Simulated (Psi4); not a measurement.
# CH2FNOSi (SMILES O=C=N[SiH2]F) at 4 levels

Aim: a comparison of 4 runs (B2PLYP/cc-pVDZ, CAM-B3LYP/cc-pVDZ, wB97M-V/cc-pVDZ, wB97X/cc-pVDZ) of CH2FNOSi. 

Program for the calculation: Psi4 1.11.

## (1) Starting point

The species is CH2FNOSi (7 atoms), meant as a singlet with charge 0. SMILES: `O=C=N[SiH2]F`. The O1–C2 distance was set to 1.742 Å, away from the relaxed value.

Bond lengths: C2–N3 1.195 Å, N3–Si4 1.694 Å, Si4–F5 1.591 Å, Si4–H6 1.475 Å, Si4–H7 1.475 Å. Angles: C2–N3–Si4 166.0°, N3–Si4–F5 109.2°, N3–Si4–H6 109.0°, N3–Si4–H7 109.0°, F5–Si4–H6 108.2°, F5–Si4–H7 108.2°, H6–Si4–H7 113.2°. A long bond or contact: O1–C2 1.742 Å.

## (2) A single-point energy at B2PLYP/cc-pVDZ (density fitting for correlation) (run 1)

Input file job.py:

```python
import psi4

psi4.set_memory(2200000000)
psi4.set_num_threads(1)
psi4.core.set_output_file('run.log', False)

mol = psi4.geometry("""
O     -1.33651447    -6.52629011    -1.32272136
C     -0.57995695    -3.43344340    -0.48395886
N     -0.03590480    -1.33452459     0.14380816
Si     0.40081091     1.82982181     0.35696926
F     -0.79406292     3.15773235    -2.06169120
H     -0.92653272     2.77846432     2.61689274
H      3.13562256     2.36896067     0.38493721
units bohr
symmetry c1
no_reorient
no_com
""")

psi4.set_options({
    'puream': True,
    'e_convergence': 1e-09,
    'd_convergence': 1e-08,
    'scf_type': 'pk',
    'dft_radial_points': 99,
    'dft_spherical_points': 590,
    'num_frozen_docc': 9,
})

e, wfn = psi4.energy('b2plyp/cc-pVDZ', return_wfn=True)
print(f'total energy {e:.8f} hartree = {e * 27.211386:.5f} eV')
for k, v in sorted(psi4.core.scalar_variables().items()):
    print(f'{k:45s} {v:18.10f}')
```

On the command line:

```sh
$ python job.py
```

run.log:

```text
[...]
  Running in c1 symmetry.
[...]
  Nuclear repulsion =  192.249728565277735
[...]
  Multiplicity = 1
[...]
  Nalpha       = 23
  Nbeta        = 23
[...]
    Number of basis functions: 84
[...]
   @RKS iter   1:  -557.68769422991147   -1.01563e+00   8.89328e-03 DIIS/ADIIS
[...]
   @RKS iter  14:  -557.93970622481015   -1.60298e-11   8.28863e-09 DIIS
[...]
    Orbital Energies [Eh]
    ---------------------
    Doubly Occupied:
       1A    -67.365733     2A    -25.393512     3A    -19.765740
       4A    -14.933247     5A    -10.811565     6A     -5.749897
       7A     -4.006056     8A     -4.003939     9A     -4.001453
      10A     -1.392085    11A     -1.133473    12A     -1.007948
      13A     -0.784132    14A     -0.638604    15A     -0.576981
      16A     -0.575552    17A     -0.524134    18A     -0.509364
      19A     -0.496972    20A     -0.486024    21A     -0.434655
      22A     -0.345932    23A     -0.345061
[...]
  @RKS Final Energy:  -557.93970622481015
   => Energetics <=
    Nuclear Repulsion Energy =            192.2497285652777350
    One-Electron Energy =               -1151.6637990764029382
    Two-Electron Energy =                 426.7660013862540040
    DFT Exchange-Correlation Energy =     -25.2916370999390381
    Empirical Dispersion Energy =           0.0000000000000000
    VV10 Nonlocal Energy =                  0.0000000000000000
    Total Energy =                       -557.9397062248102657
[...]
 Multipole Moments:
 ------------------------------------------------------------------------------------
     Multipole            Electronic (a.u.)      Nuclear  (a.u.)        Total (a.u.)
 ------------------------------------------------------------------------------------
 L = 1.  Multiply by 2.5417464519 to convert [e a0] to [Debye]
 Dipole X            :         14.3544935          -13.7493148            0.6051787
 Dipole Y            :         24.5634807          -22.9681319            1.5953487
 Dipole Z            :         23.8545948          -23.0346881            0.8199067
 Magnitude           :                                                    1.8930467
[...]
```

On the terminal:

```text
total energy -558.19056868 hartree = -15189.13903 eV
B2PLYP DOUBLE-HYBRID CORRECTION ENERGY             -0.2508624561
B2PLYP TOTAL ENERGY                              -558.1905686809
CURRENT ENERGY                                   -558.1905686809
CURRENT REFERENCE ENERGY                         -557.9397062248
DD SOLVATION ENERGY                                 0.0000000000
DFT FUNCTIONAL TOTAL ENERGY                      -557.9397062248
DFT TOTAL ENERGY                                 -558.1905686809
DFT VV10 ENERGY                                     0.0000000000
DFT XC ENERGY                                     -25.2916370999
DOUBLE-HYBRID CORRECTION ENERGY                    -0.2508624561
GRID ELECTRONS ALPHA                               22.9999998368
GRID ELECTRONS BETA                                22.9999998368
GRID ELECTRONS TOTAL                               45.9999996735
NUCLEAR REPULSION ENERGY                          192.2497285653
ONE-ELECTRON ENERGY                             -1151.6637990764
PCM POLARIZATION ENERGY                             0.0000000000
PE ENERGY                                           0.0000000000
SCF ITERATION ENERGY                             -557.9397062248
SCF ITERATIONS                                     14.0000000000
SCF TOTAL ENERGY                                 -557.9397062248
TWO-ELECTRON ENERGY                               426.7660013863
XC GRID RADIAL POINTS                              99.0000000000
XC GRID SPHERICAL POINTS                          590.0000000000
XC GRID TOTAL POINTS                           390361.0000000000
```

Wall time 11 s (1 thread of Intel Xeon 6975P-C (Granite Rapids), shared host); peak memory 1.2 GiB.

## (3) Energy and gradient at CAM-B3LYP/cc-pVDZ (run 2)

Input file ch2fnosi.json:

```json
{
 "schema_name": "qcschema_input",
 "schema_version": 1,
 "molecule": {
  "schema_name": "qcschema_molecule",
  "schema_version": 2,
  "symbols": ["O", "C", "N", "Si", "F", "H", "H"],
  "geometry": [-1.33651447, -6.52629011, -1.32272136, -0.57995695, -3.4334434, -0.48395886, -0.0359048, -1.33452459, 0.14380816, 0.40081091, 1.82982181, 0.35696926, -0.79406292, 3.15773235, -2.0616912, -0.92653272, 2.77846432, 2.61689274, 3.13562256, 2.36896067, 0.38493721],
  "molecular_charge": 0,
  "molecular_multiplicity": 1,
  "fix_symmetry": "c1",
  "fix_com": true,
  "fix_orientation": true
 },
 "driver": "gradient",
 "model": {
  "method": "cam-b3lyp",
  "basis": "cc-pVDZ"
 },
 "keywords": {
  "puream": true,
  "e_convergence": 1e-09,
  "d_convergence": 1e-08,
  "scf_type": "pk",
  "dft_radial_points": 99,
  "dft_spherical_points": 590,
  "scf_properties": ["DIPOLE", "MAYER_INDICES", "WIBERG_LOWDIN_INDICES"]
 }
}
```

On the command line:

```sh
$ psi4 --qcschema ch2fnosi.json -n 1 --memory 2200MB
```

stdout:

```text
[...]
  Running in c1 symmetry.
[...]
  Nuclear repulsion =  192.249728565277735
[...]
  Multiplicity = 1
[...]
  Nalpha       = 23
  Nbeta        = 23
[...]
    Number of basis functions: 84
[...]
   @RKS iter   1:  -558.17689054812581   -9.36559e-01   9.49233e-03 DIIS/ADIIS
[...]
   @RKS iter  14:  -558.44282810725849   -7.04858e-12   3.68063e-09 DIIS
[...]
  @RKS Final Energy:  -558.44282810725849
   => Energetics <=
    Nuclear Repulsion Energy =            192.2497285652777350
    One-Electron Energy =               -1151.7862612172709760
    Two-Electron Energy =                 440.5354562864878858
    DFT Exchange-Correlation Energy =     -39.4417517417531229
    Empirical Dispersion Energy =           0.0000000000000000
    VV10 Nonlocal Energy =                  0.0000000000000000
    Total Energy =                       -558.4428281072583786
[...]
 Multipole Moments:
 ------------------------------------------------------------------------------------
     Multipole            Electronic (a.u.)      Nuclear  (a.u.)        Total (a.u.)
 ------------------------------------------------------------------------------------
 L = 1.  Multiply by 2.5417464519 to convert [e a0] to [Debye]
 Dipole X            :         14.3333490          -13.7493148            0.5840343
 Dipole Y            :         24.5630829          -22.9681319            1.5949509
 Dipole Z            :         23.8161599          -23.0346881            0.7814717
 Magnitude           :                                                    1.8696691
[...]
  -Total Gradient:
     Atom            X                  Y                   Z
    ------   -----------------  -----------------  -----------------
       1       -0.036801896321    -0.149919217849    -0.040897942865
       2        0.025482654834     0.109757270016     0.027141778365
       3        0.017304057264     0.074520253714     0.018418808922
       4       -0.018133950391    -0.028659456051    -0.027733006720
       5        0.012502688422    -0.009856266541     0.024558479645
       6        0.001667275415     0.001866395097    -0.001776083060
       7       -0.002029065545     0.002268729801     0.000277512011
[...]
```

The result, in JSON:

```text
{
 "driver": "gradient",
 "model": {
  "method": "cam-b3lyp",
  "basis": "cc-pVDZ"
 },
 "success": true,
 "return_result": [-0.03680189632055117, -0.14991921784892653, -0.040897942865017335, 0.025482654833979837, 0.10975727001592311, 0.027141778365127836, 0.017304057264331846, 0.07452025371359744, 0.018418808922428864, -0.018133950390546945, -0.028659456050541376, -0.02773300671970648, 0.012502688422246153, -0.009856266540893027, 0.024558479644810977, 0.0016672754152372918, 0.0018663950973600366, -0.0017760830600335453, -0.002029065544965153, 0.0022687298011376707, 0.00027751201104677173],
 "properties": {
  "calcinfo_nbasis": 84,
  "calcinfo_nmo": 84,
  "calcinfo_nalpha": 23,
  "calcinfo_nbeta": 23,
  "calcinfo_natom": 7,
  "nuclear_repulsion_energy": 192.24972856527774,
  "return_energy": -558.4428281072585,
  "return_gradient": [-0.03680189632055117, -0.14991921784892653, -0.040897942865017335, 0.025482654833979837, 0.10975727001592311, 0.027141778365127836, 0.017304057264331846, 0.07452025371359744, 0.018418808922428864, -0.018133950390546945, -0.028659456050541376, -0.02773300671970648, 0.012502688422246153, -0.009856266540893027, 0.024558479644810977, 0.0016672754152372918, 0.0018663950973600366, -0.0017760830600335453, -0.002029065544965153, 0.0022687298011376707, 0.00027751201104677173],
  "scf_one_electron_energy": -1151.786261217271,
  "scf_two_electron_energy": 440.5354562864879,
  "scf_xc_energy": -39.44175174175312,
  "scf_dipole_moment": [0.5840342776803258, 1.5949509360131415, 0.7814717216401661],
  "scf_total_energy": -558.4428281072585,
  "scf_total_gradient": [-0.03680189632055117, -0.14991921784892653, -0.040897942865017335, 0.025482654833979837, 0.10975727001592311, 0.027141778365127836, 0.017304057264331846, 0.07452025371359744, 0.018418808922428864, -0.018133950390546945, -0.028659456050541376, -0.02773300671970648, 0.012502688422246153, -0.009856266540893027, 0.024558479644810977, 0.0016672754152372918, 0.0018663950973600366, -0.0017760830600335453, -0.002029065544965153, 0.0022687298011376707, 0.00027751201104677173],
  "scf_iterations": 14
 }
}
```

Wall time 33 s (1 thread of Intel Xeon 6975P-C (Granite Rapids), shared host); peak memory 1.2 GiB.

Run 3 isn't shown in full; the table further down has it.

## (4) Energy and gradient at wB97X/cc-pVDZ (run 4)

Input file job.inp:

```
memory 2.2 GB

molecule {
  O     -0.707253    -3.453564    -0.699954
  C     -0.306900    -1.816900    -0.256100
  N     -0.019000    -0.706200     0.076100
  Si     0.212100     0.968300     0.188900
  F     -0.420200     1.671000    -1.091000
  H     -0.490300     1.470300     1.384800
  H      1.659300     1.253600     0.203700
  symmetry c1
  no_reorient
  no_com
}

set globals {
  puream true
  e_convergence 1e-09
  d_convergence 1e-08
  scf_type pk
  dft_radial_points 99
  dft_spherical_points 590
}

energy_value, wavefunction = gradient('wb97x/cc-pVDZ', return_wfn=True)
```

On the command line:

```sh
$ psi4 -n 1 job.inp job.out
```

job.out:

```text
[...]
  Running in c1 symmetry.
[...]
  Nuclear repulsion =  192.249728400742271
[...]
  Multiplicity = 1
[...]
  Nalpha       = 23
  Nbeta        = 23
[...]
    Number of basis functions: 84
[...]
   @RKS iter   1:  -558.18076515275743   -1.10201e+00   9.34180e-03 ADIIS/DIIS
[...]
   @RKS iter  14:  -558.45479735018216   -2.64890e-11   9.03188e-09 DIIS
[...]
  @RKS Final Energy:  -558.45479735018216
   => Energetics <=
    Nuclear Repulsion Energy =            192.2497284007422707
    One-Electron Energy =               -1151.7190899742399779
    Two-Electron Energy =                 439.6090555206723138
    DFT Exchange-Correlation Energy =     -38.5944912973567398
    Empirical Dispersion Energy =           0.0000000000000000
    VV10 Nonlocal Energy =                  0.0000000000000000
    Total Energy =                       -558.4547973501821616
[...]
 Multipole Moments:
 ------------------------------------------------------------------------------------
     Multipole            Electronic (a.u.)      Nuclear  (a.u.)        Total (a.u.)
 ------------------------------------------------------------------------------------
 L = 1.  Multiply by 2.5417464519 to convert [e a0] to [Debye]
 Dipole X            :         14.3430217          -13.7493147            0.5937070
 Dipole Y            :         24.5975221          -22.9681320            1.6293901
 Dipole Z            :         23.8276389          -23.0346881            0.7929508
 Magnitude           :                                                    1.9068747
[...]
  -Total Gradient:
     Atom            X                  Y                   Z
    ------   -----------------  -----------------  -----------------
       1       -0.037001562247    -0.150791656839    -0.041107924919
       2        0.026326294729     0.112816984713     0.028153893295
       3        0.017032211598     0.075731050894     0.017666186097
       4       -0.019434707292    -0.030619703149    -0.029731920692
       5        0.013887369921    -0.011388220760     0.027360725786
       6        0.002054779563     0.001703145522    -0.002449781476
       7       -0.002819519725     0.002225929767     0.000252439281
[...]
```

It took 34 s on 1 thread of Intel Xeon 6975P-C (Granite Rapids), shared host; peak memory 1.2 GiB.

## (5) Overview of the runs

```tsv
run	level	task	fitting correlation	energy (Eh)	HOMO energy (eV)	LUMO energy (eV)	HOMO–LUMO gap (eV)	wall time
1	B2PLYP/cc-pVDZ (density fitting for correlation)	energy	density fitting	-558.190569	-9.39	-0.24	9.15	11 s
2	CAM-B3LYP/cc-pVDZ	gradient	–	-558.442828	-9.06	-0.54	8.52	33 s
3	wB97M-V/cc-pVDZ	energy	–	-558.443267	-10.04	0.47	10.51	91 s
4	wB97X/cc-pVDZ	gradient	–	-558.454797	-10.08	0.54	10.62	34 s
```

## (6) Results

| quantity | value |
| --- | --- |
| run 4: total energy | -558.45480 Eh |
| run 4: dipole moment | 4.85 D |
| run 4: HOMO energy | -10.08 eV |
| run 4: LUMO energy | 0.54 eV |
| run 4: HOMO–LUMO gap | 10.62 eV |
| run 4: largest force on an atom | 8.259 eV/Å |

In words: Over runs 2, 3, 4 the dipole moment (its size) runs from 4.70 D (wB97M-V/cc-pVDZ) to 4.85 D (wB97X/cc-pVDZ). The HOMO–LUMO gap runs from 8.52 eV (CAM-B3LYP/cc-pVDZ) to 10.62 eV (wB97X/cc-pVDZ). Totals of different functionals can't be ranked against each other. All runs together took 2.8 min, the longest 91 s.
